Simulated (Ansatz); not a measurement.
# Re: the cost of one run

Program: Ansatz 0.2.0. Level of theory: DFT PBEsol, scalar-relativistic, plane waves, PAW. These are calculated values, not measurements.

1 further run of the same task is left out (set aside as unsound or not needed).

**1. The structure to begin with**

It takes space group P6_3/mmc (No. 194, hexagonal). Conventional cell: a = 2.750 Å, b = 2.750 Å, c = 4.443 Å, α = 90.00°, β = 90.00°, γ = 120.00°. Re (site symmetry -6m2) is surrounded by 12 Re at 2.73 to 2.75 Å.

As a file:

```cif
data_structure
_symmetry_space_group_name_H-M 'P 1'
_symmetry_Int_Tables_number 1
_cell_length_a 2.7504
_cell_length_b 2.7504
_cell_length_c 4.4432
_cell_angle_alpha 90.000
_cell_angle_beta 90.000
_cell_angle_gamma 120.000
_cell_volume 29.11
loop_
_atom_site_label
_atom_site_type_symbol
_atom_site_fract_x
_atom_site_fract_y
_atom_site_fract_z
_atom_site_occupancy
Re1 Re 0.33333 0.66667 0.25000 1
Re2 Re 0.66667 0.33333 0.75000 1
```

This cell was relaxed beforehand with the same method: volume 14.55 Å³/atom, gap on the mesh none (metal).

**2. Electronic structure at the relaxed geometry**

input.yaml reads:

```yaml
crystal:
  lattice:
    - [2.7503660254, 0.0, 0.0]
    - [-1.3751830127, 2.3818868477, 0.0]
    - [0.0, 0.0, 4.4432016745]
  atoms:
    - { symbol: Re, position: [0.3333333333, 0.6666666667, 0.25] }
    - { symbol: Re, position: [0.6666666667, 0.3333333333, 0.75] }
basis:
  ecutwfc: 420
kpoints:
  mp_grid: { grid: [18, 18, 10] }
  band_path:
    path:
      - [[0.0, 0.0, 0.0], [0.5, 0.0, 0.0], [0.33333333, 0.33333333, 0.0], [0.0, 0.0, 0.0], [0.0, 0.0, 0.5], [0.5, 0.0, 0.5], [0.33333333, 0.33333333, 0.5], [0.0, 0.0, 0.5]]
      - [[0.5, 0.0, 0.5], [0.5, 0.0, 0.0]]
      - [[0.33333333, 0.33333333, 0.5], [0.33333333, 0.33333333, 0.0]]
    npoints: 14
hamiltonian:
  xc: pbesol
scf:
  occupations: { method: gaussian, width: 0.1 }
  n_extra_bands: 6
output:
  forces: true
  stress: true
  eigenvalues: true
  populations: true
  dos: { projected: true, de: 0.02, nscf_kmesh: { grid: [27, 27, 15] } }
  bader: true
  write_density: true
  write_potential: true
  elf: true
  volumetric_format: npy
```

Launch:

```sh
> ansatz run input.yaml --threads 1 --pin off --max-ram 2560MiB --backend cpu --events-out ev --progress --plain --runs-dir out
```

What time and memory should one allow on 1 thread of Intel Xeon at 2.50GHz (Skylake/Cascade Lake), shared host?

About 97 s, with a peak of 0.48 GiB.
